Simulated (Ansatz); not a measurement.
**WCl4O: basis-set convergence**

How large a basis does WCl4O need? Two functionals are run in growing sets.

Method: one geometry, several basis sets; program: Ansatz 0.2.0, Gaussian basis.

Levels to be run: PBE0-D4/def2-SVP; ωB97M-V/def2-SVP; PBE0-D4/def2-QZVPP; ωB97M-V/def2-QZVPP; the functionals' def2-TZVPP values are taken from earlier runs.

## Step 1: The geometry

The geometry comes from an earlier relaxation with PBE0-D4 in a triple-zeta def2 set; it is a stationary point. W takes the def2 core potential; no spin-orbit term is included.

6 atoms, charge 0, spin multiplicity 1.

Atoms are counted from 1 here; the program's logs count them from 0.

Bond lengths: O1–W2 1.668 Å, W2–Cl3 2.287 Å, W2–Cl4 2.287 Å, W2–Cl5 2.287 Å, W2–Cl6 2.287 Å. Angles: O1–W2–Cl3 104.0°, O1–W2–Cl4 103.9°, O1–W2–Cl5 104.0°, O1–W2–Cl6 103.9°, Cl3–W2–Cl4 86.7°, Cl3–W2–Cl5 151.9°, Cl3–W2–Cl6 86.7°, Cl4–W2–Cl5 86.7°, Cl4–W2–Cl6 152.3°, Cl5–W2–Cl6 86.7°.

## Step 2: PBE0-D4 in def2-SVP

in.yaml reads:

```yaml
crystal:
  periodic: [false, false, false]
  atoms:
    - {symbol: O, position_ang: [-1.731645, -0.141220, 0.210475]}
    - {symbol: W, position_ang: [-0.081611, -0.017343, 0.003413]}
    - {symbol: Cl, position_ang: [0.787940, -1.019266, 1.866372]}
    - {symbol: Cl, position_ang: [0.474312, -1.929757, -1.121557]}
    - {symbol: Cl, position_ang: [0.146701, 1.067050, -1.997241]}
    - {symbol: Cl, position_ang: [0.446403, 1.976438, 0.992338]}
basis:
  gaussian: {orbitals: def2-SVP}
hamiltonian: {xc: pbe0, dispersion: d4}
output: {orbitals: {seedname: orbitals}}
```

On the command line:

```console
ansatz run in.yaml --threads 2 --pin off --events-out ev --progress --plain --max-ram 32768MiB --backend cpu
```

After this run come: ωB97M-V in def2-SVP; PBE0-D4 in def2-QZVPP; ωB97M-V in def2-QZVPP.

Q: Predict the results of all the runs planned. Wanted: PBE0-D4: double and triple zeta above quadruple; ωB97M-V: double and triple zeta above quadruple.

**Answer**, as computed:

| quantity | value |
| --- | --- |
| PBE0-D4: double and triple zeta above quadruple | 22.07, 1.61 eV |
| ωB97M-V: double and triple zeta above quadruple | 21.85, 1.53 eV |

For PBE0-D4 the step from double to triple zeta gains 20.46 eV and the next only 1.61 eV. These are total energies; as a rule much of such shifts cancels in differences, which this series doesn't test.
